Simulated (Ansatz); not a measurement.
# C₉H₁₃N: up Jacob's ladder to CCSD(T)

The task here is to estimate one member of a computed series from the others.

The runs use Ansatz 0.2.0, Gaussian basis; functionals in def2-TZVPP, the program's frozen cores in correlated methods.

Levels to be run: LDA (SPW92), PBE-D4, revPBE-D4, BLYP-D4, r2SCAN-D4, B97M-V, PBE0-D4, B3LYP-D4, r2SCANh-D4, r2SCAN0-D4, HSE06-D4, BHLYP-D4, CAM-B3LYP-D4, LC-ωPBE, ωB97X-V, ωB97M-V, B2PLYP, PBE-QIDH; CCSD(T)/def2-SVP; CCSD(T)/def2-TZVPP; MP2/def2-QZVPP; extrapolation to the limit; RPA on PBE.

**Structure used throughout**

The geometry comes from an earlier relaxation with PBE0-D4 in a triple-zeta def2 set; it is a stationary point, not always the lowest conformer.

SMILES `CC(C)(C)c1cccnc1`, 23 atoms, charge 0, spin multiplicity 1.

Atoms are counted from 1 here; the program's logs count them from 0.

Bond lengths: C1–C2 1.525 Å, C1–H11 1.093 Å, C1–H12 1.092 Å, C1–H13 1.093 Å, C2–C3 1.532 Å, C2–C4 1.532 Å, C2–C5 1.521 Å, C3–H14 1.093 Å, C3–H15 1.093 Å, C3–H16 1.092 Å, C4–H17 1.092 Å, C4–H18 1.093 Å, C4–H19 1.093 Å, C5–C6 1.388 Å, C5–C10 1.397 Å, C6–C7 1.387 Å, C6–H20 1.083 Å, C7–C8 1.383 Å and more. Angles: C2–C1–H11 111.8°, C2–C1–H12 109.5°, C2–C1–H13 111.8°, H11–C1–H12 107.6°, H11–C1–H13 108.4°, H12–C1–H13 107.6°, C1–C2–C3 108.5°, C1–C2–C4 108.4°, C1–C2–C5 111.9°, C3–C2–C4 109.4°, C3–C2–C5 109.3°, C4–C2–C5 109.3°, C2–C3–H14 110.2°, C2–C3–H15 110.9°, C2–C3–H16 111.7°, H14–C3–H15 108.2°, H14–C3–H16 107.8°, H15–C3–H16 107.9° and more.

Set-up of the first run:

File in.yaml:

```yaml
crystal:
  periodic: [false, false, false]
  atoms:
    - {symbol: C, position_ang: [-0.087447, -1.487988, -1.461994]}
    - {symbol: C, position_ang: [-0.562486, -0.813592, -0.179483]}
    - {symbol: C, position_ang: [-0.432175, -1.815599, 0.972261]}
    - {symbol: C, position_ang: [-2.034362, -0.424887, -0.352587]}
    - {symbol: C, position_ang: [0.250953, 0.430636, 0.143158]}
    - {symbol: C, position_ang: [1.299483, 0.890943, -0.641206]}
    - {symbol: C, position_ang: [1.987068, 2.036381, -0.269691]}
    - {symbol: C, position_ang: [1.605079, 2.695627, 0.884236]}
    - {symbol: N, position_ang: [0.605400, 2.279200, 1.655216]}
    - {symbol: C, position_ang: [-0.038891, 1.183187, 1.283542]}
    - {symbol: H, position_ang: [-0.181908, -0.826900, -2.327223]}
    - {symbol: H, position_ang: [-0.696350, -2.374042, -1.655726]}
    - {symbol: H, position_ang: [0.953628, -1.812501, -1.388333]}
    - {symbol: H, position_ang: [-1.015303, -2.715232, 0.757124]}
    - {symbol: H, position_ang: [0.610000, -2.110580, 1.116192]}
    - {symbol: H, position_ang: [-0.795377, -1.398632, 1.913437]}
    - {symbol: H, position_ang: [-2.441198, 0.029962, 0.552494]}
    - {symbol: H, position_ang: [-2.633786, -1.310390, -0.581157]}
    - {symbol: H, position_ang: [-2.155216, 0.289566, -1.170397]}
    - {symbol: H, position_ang: [1.587921, 0.364289, -1.542335]}
    - {symbol: H, position_ang: [2.808407, 2.410752, -0.869318]}
    - {symbol: H, position_ang: [2.120432, 3.596125, 1.206489]}
    - {symbol: H, position_ang: [-0.848972, 0.876875, 1.940699]}
basis:
  gaussian: {orbitals: def2-TZVPP}
hamiltonian: {xc: lda}
output: {orbitals: {seedname: orbitals}}
```

Steps of the session up to this table: LDA; PBE-D4 (GGA); revPBE-D4 (GGA); BLYP-D4 (GGA); r2SCAN-D4 (meta-GGA); B97M-V (meta-GGA); PBE0-D4 (hybrid); B3LYP-D4 (hybrid); r2SCANh-D4 (hybrid); r2SCAN0-D4 (hybrid); HSE06-D4 (hybrid); BHLYP-D4 (hybrid); CAM-B3LYP-D4 (range-separated); LC-ωPBE (range-separated); ωB97X-V (range-separated); ωB97M-V (range-separated); B2PLYP (double hybrid); PBE-QIDH (double hybrid).

One of the session's tables, all rows but one given; the rest of the session is left out.

It belongs to the step «Frontier levels by functional». 

| functional | HOMO (eV) | gap (eV) |
| --- | --- | --- |
| LDA (SPW92) | ? | ? |
| PBE-D4 | -5.66 | 4.09 |
| revPBE-D4 | -5.61 | 4.13 |
| BLYP-D4 | -5.56 | 4.14 |
| r2SCAN-D4 | -5.98 | 4.57 |
| B97M-V | -6.19 | 4.84 |
| PBE0-D4 | -7.21 | 6.58 |
| B3LYP-D4 | -6.97 | 6.14 |
| r2SCANh-D4 | -6.56 | 5.49 |
| r2SCAN0-D4 | -7.38 | 6.82 |
| HSE06-D4 | -6.81 | 5.79 |
| BHLYP-D4 | -8.03 | 8.46 |
| CAM-B3LYP-D4 | -8.47 | 8.94 |
| LC-ωPBE | -9.75 | 11.26 |
| ωB97X-V | -9.41 | 10.89 |
| ωB97M-V | -9.35 | 10.76 |

Estimate the missing values for LDA (SPW92).

As computed: HOMO (eV): -5.77; gap (eV): 3.94. In the column «HOMO (eV)» it lies between r2SCAN-D4 (-5.98) and PBE-D4 (-5.66).
